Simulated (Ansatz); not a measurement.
## 2 structures of CaGa2: a ranking of polymorphs by energy, step by step

Program: the Python package of Ansatz (0.2.0).

Run as a notebook:

```python
import csv
import warnings

import ansatz
import numpy as np
import spglib
```

```python
PHASES = {
    "P6_3/mmc": (
        [[4.443262, 0.0, 0.0], [-2.221631, 3.847978, 0.0], [0.0, 0.0, 7.387664]],
        [
            ("Ca", [0.0, 0.0, 0.25]),
            ("Ca", [0.0, 0.0, 0.75]),
            ("Ga", [1 / 3, 2 / 3, 0.042526]),
            ("Ga", [2 / 3, 1 / 3, 0.542526]),
            ("Ga", [2 / 3, 1 / 3, 0.957474]),
            ("Ga", [1 / 3, 2 / 3, 0.457474]),
        ],
    ),
    "P6/mmm": (
        [[4.238858, 0.0, 0.0], [-2.119429, 3.670959, 0.0], [0.0, 0.0, 4.416409]],
        [
            ("Ca", [0.0, 0.0, 0.0]),
            ("Ga", [1 / 3, 2 / 3, 0.5]),
            ("Ga", [2 / 3, 1 / 3, 0.5]),
        ],
    ),
}
```

```python
def build(vectors, sites):
    crystal = ansatz.Crystal(lattice=ansatz.Lattice.of(vectors))
    for symbol, position in sites:
        crystal = crystal.atom(symbol, position)
    return crystal
```

```python
def run_phase(name, crystal):
    calc = (
        crystal.calculation()
        .functional(ansatz.Functional.LDA)
        .pseudopotentials("nc")
        .mixing("anderson", ndim=6, beta=0.6)
        .scf(tolerance=1e-07, max_iterations=80)
        .kpoints(spacing=0.39)
        .occupations("gaussian", width=0.1)
        .stress()
        .band_table()
    )
    calc = calc.relax(force_tolerance=0.03, cell=True)
    return calc.run(threads=1)


def pressure_gpa(outcome):
    return float(np.trace(outcome.report["stress_gpa"]) / 3)


def space_group(outcome):
    sites = outcome.report["lattice"]["sites"]
    kinds = sorted({site["symbol"] for site in sites})
    cell = (outcome.lattice.cell_ang, [site["position_frac"] for site in sites], [kinds.index(site["symbol"]) for site in sites])
    return spglib.get_spacegroup(cell, symprec=0.01)
```

```python
warnings.simplefilter("ignore", ansatz.DeckWarning)
```

```python
phases = {name: build(*cell) for name, cell in PHASES.items()}
```

```python
done = {}
for name, crystal in phases.items():
    try:
        done[name] = run_phase(name, crystal)
    except ansatz.NonConvergedError as error:
        print(name, "did not converge:", str(error)[:120])
```

```python
energy = {name: o.report["energy_sigma0_ev"] / len(o.lattice.sites) for name, o in done.items()}
lowest = min(energy.values())
rows = [(name, len(o.lattice.sites), 1000 * (energy[name] - lowest), pressure_gpa(o), space_group(o)) for name, o in done.items()]
rows.sort(key=lambda row: row[2])
with open("polymorphs.csv", "w", newline="") as handle:
    writer = csv.writer(handle)
    writer.writerow(["phase", "atoms", "dE (meV/atom)", "P (GPa)", "space group"])
    writer.writerows([round(v, 4) if isinstance(v, float) else v for v in row] for row in rows)
print(open("polymorphs.csv").read())
print("lowest in energy:", rows[0][0])
```

    phase,atoms,dE (meV/atom),P (GPa),space group
    P6_3/mmc,6,0.0,-0.0285,P6_3/mmc (194)
    P6/mmm,3,70.8799,-0.0237,P6/mmm (191)
    
    lowest in energy: P6_3/mmc

By space group at the end of each run: P6_3/mmc (+0 meV an atom, 19.4 Å³) and P6/mmm (+71 meV an atom, 21.2 Å³).

These settings explore the input space; cutoff and mesh may be short of convergence. The program warned that this SCF threshold is loose for forces or stresses. Pressure is positive in compression. The meshes are coarse for the metals among these phases, whose energies can be off by up to 40 meV an atom. The cells come from databases of deposited and of computed structures, and not all need be stable phases. The ranking holds among these structures alone, at zero temperature; the ground state may be another structure. Differences under about 40 meV an atom lie within the error of mesh and functional. The script silences the warnings on its input, which a real study should read. Finished in 86 s on 1 thread of Arm Neoverse V1 (shared host), peak memory 0.58 GiB.
